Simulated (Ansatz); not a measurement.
**SiHBr (triplet): from Hartree-Fock to the top rungs at distance Br1–H2 along a hydrogen transfer = 2.176 Å, cc-pVTZ**

Aim: climb from Hartree-Fock through coupled cluster and multireference methods for SiHBr (triplet) at one geometry and basis, and see what each rung misses.

The runs use Ansatz 0.2.0, Gaussian basis; cc-pVTZ, core rule «outside noble gas», up to 19 orbitals frozen.

To be run: UHF; CCSD(T) on ROHF; CCSD(T) on UHF; BCCD(T) on ROHF; CCSDT(Q) on ROHF; CCSDT(Q) on UHF; CASSCF and MRCISD+Q, 4 electrons in 4 orbitals; CASSCF and NEVPT2, 4 electrons in 4 orbitals; CASSCF and MRCISD+Q, 12 electrons in 9 orbitals; CASSCF and NEVPT2, 12 electrons in 9 orbitals.

## Step 1: The geometry

The geometry derives from fragments relaxed apart (PBE0/def2-TZVP) and kept rigid, so it is no stationary point. A hydrogen atom is moved between rigid fragments. No spin-orbit coupling is included. The filled d shell of Br may be among the frozen orbitals whatever the setting's name suggests; the logs give the count.

3 atoms, charge 0, spin multiplicity 3.

Atoms are counted from 1 here; the program's logs count them from 0.

Bond lengths: H2–Si3 1.440 Å.

## Step 2: UHF

File in.yaml:

```yaml
crystal:
  periodic: [false, false, false]
  atoms:
    - {symbol: Br, position_ang: [0.000000, 0.000000, -1.930667]}
    - {symbol: H, position_ang: [0.000000, 0.000000, 0.245333]}
    - {symbol: Si, position_ang: [0.000000, 0.000000, 1.685333]}
basis:
  gaussian: {orbitals: cc-pVTZ}
magnetization: {spin_polarized: true, initial_magnetization: 2}
hamiltonian: {xc: hf}
output: {orbitals: {seedname: orbitals}}
```

Command:

```console
ansatz run in.yaml --threads 1 --pin off --events-out ev --progress --plain --max-ram 4096MiB --backend cpu
```

After this run come: CCSD(T) on ROHF; CCSD(T) on UHF; BCCD(T) on ROHF; CCSDT(Q) on ROHF; CCSDT(Q) on UHF; CASSCF and MRCISD+Q, 4 electrons in 4 orbitals; CASSCF and NEVPT2, 4 electrons in 4 orbitals; CASSCF and MRCISD+Q, 12 electrons in 9 orbitals; CASSCF and NEVPT2, 12 electrons in 9 orbitals.

Before running them: what should the planned runs give, taken together? Wanted: UCCSDT(Q) below the RHF energy; RMP2 from UCCSDT(Q); UMP2 from UCCSDT(Q); RCCSD from UCCSDT(Q); RCCSD(T) from UCCSDT(Q); UCCSD(T) from UCCSDT(Q); RCCSDT(Q) from UCCSDT(Q); NEVPT2 pair from UCCSDT(Q); NEVPT2 valence from UCCSDT(Q).

**Answer**, as computed:

```
                         quantity                      value
   UCCSDT(Q) below the RHF energy                 -7.8376 eV
              RMP2 from UCCSDT(Q)                +1401.1 meV
              UMP2 from UCCSDT(Q)                +1444.2 meV
             RCCSD from UCCSDT(Q)                 +312.2 meV
          RCCSD(T) from UCCSDT(Q)                  +53.0 meV
          UCCSD(T) from UCCSDT(Q)                  +52.1 meV
         RCCSDT(Q) from UCCSDT(Q)                   +3.0 meV
       NEVPT2 pair from UCCSDT(Q)                +1334.6 meV
    NEVPT2 valence from UCCSDT(Q)                +1789.2 meV
  MRCISD+Q valence from UCCSDT(Q)                 +162.0 meV
levels within 1 kcal/mol (43 meV)  RCCSDT, UCCSDT, RCCSDT(Q)
                    T1 diagnostic                      0.027
   effectively unpaired electrons                       2.04
```

RCCSD(T) misses by +53.0 meV, 0.7 % of the correlation energy. One determinant dominates. Of the multireference levels listed MRCISD+Q valence comes nearest in total energy (+162.0 meV), which doesn't show that its space is the better one. These misses are within one basis, not against nature; the frozen cores of restricted and unrestricted runs differ, which can shift their rows.
